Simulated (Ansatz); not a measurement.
# C2H7FSi2: small, medium and large basis sets

The task here is to estimate one member of a computed series from the others.

The runs use Ansatz 0.2.0, Gaussian basis; one geometry, several basis sets.

Levels to be run: PBE0-D4/def2-SVP; ωB97M-V/def2-SVP; PBE0-D4/def2-QZVPP; ωB97M-V/def2-QZVPP; the functionals' def2-TZVPP values are taken from earlier runs.

### Structure used throughout

The geometry comes from an earlier relaxation with PBE0-D4 in a triple-zeta def2 set; it is a stationary point, not always the lowest conformer.

SMILES `F[SiH2]/C=C/[SiH3]`, 12 atoms, charge 0, spin multiplicity 1.

Atoms are counted from 1 here; the program's logs count them from 0.

Bond lengths: F1–Si2 1.602 Å, Si2–C3 1.852 Å, Si2–H6 1.484 Å, Si2–H7 1.484 Å, C3–C4 1.338 Å, C3–H8 1.092 Å, C4–Si5 1.865 Å, C4–H9 1.091 Å, Si5–H10 1.488 Å, Si5–H11 1.486 Å, Si5–H12 1.488 Å. Angles: F1–Si2–C3 108.1°, F1–Si2–H6 108.0°, F1–Si2–H7 108.0°, C3–Si2–H6 111.5°, C3–Si2–H7 111.5°, H6–Si2–H7 109.6°, Si2–C3–C4 123.0°, Si2–C3–H8 118.2°, C4–C3–H8 118.8°, C3–C4–Si5 123.7°, C3–C4–H9 118.1°, Si5–C4–H9 118.3°, C4–Si5–H10 110.5°, C4–Si5–H11 108.7°, C4–Si5–H12 110.5°, H10–Si5–H11 109.6°, H10–Si5–H12 107.9°, H11–Si5–H12 109.6°.

The first run:

The input, in.yaml:

```yaml
crystal:
  periodic: [false, false, false]
  atoms:
    - {symbol: F, position_ang: [-1.632329, 2.349084, 0.082421]}
    - {symbol: Si, position_ang: [-0.998433, 1.568724, 1.329248]}
    - {symbol: C, position_ang: [-0.037429, 0.125654, 0.677488]}
    - {symbol: C, position_ang: [0.064944, -0.151710, -0.626974]}
    - {symbol: Si, position_ang: [1.027337, -1.598784, -1.303422]}
    - {symbol: H, position_ang: [-0.125619, 2.515963, 2.067038]}
    - {symbol: H, position_ang: [-2.110625, 1.129895, 2.208938]}
    - {symbol: H, position_ang: [0.466522, -0.524987, 1.394710]}
    - {symbol: H, position_ang: [-0.443173, 0.505916, -1.333336]}
    - {symbol: H, position_ang: [0.134529, -2.500887, -2.079590]}
    - {symbol: H, position_ang: [1.626881, -2.346533, -0.167187]}
    - {symbol: H, position_ang: [2.104395, -1.127533, -2.215133]}
basis:
  gaussian: {orbitals: def2-SVP}
hamiltonian: {xc: pbe0, dispersion: d4}
output: {orbitals: {seedname: orbitals}}
```

Started as:

```
ansatz run in.yaml --threads 4 --pin off --events-out ev --progress --plain --max-ram 10444MiB
```

Steps of the session up to this table: PBE0-D4 in def2-SVP; ωB97M-V in def2-SVP; PBE0-D4 in def2-QZVPP; ωB97M-V in def2-QZVPP.

One of the session's tables, all rows but one given; the rest of the session is left out.

It belongs to the step «Density functionals: the series». 

| functional | basis | HOMO (eV) |
| --- | --- | --- |
| PBE0-D4 | def2-SVP | -8.18 |
| PBE0-D4 | def2-TZVPP | -8.21 |
| PBE0-D4 | def2-QZVPP | -8.22 |
| ωB97M-V | def2-SVP | ? |
| ωB97M-V | def2-TZVPP | -10.40 |
| ωB97M-V | def2-QZVPP | -10.40 |

**Question.** Estimate the row for ωB97M-V, def2-SVP.

As computed: HOMO (eV): -10.33. In the column «HOMO (eV)» it lies between ωB97M-V, def2-QZVPP (-10.40) and PBE0-D4, def2-QZVPP (-8.22).
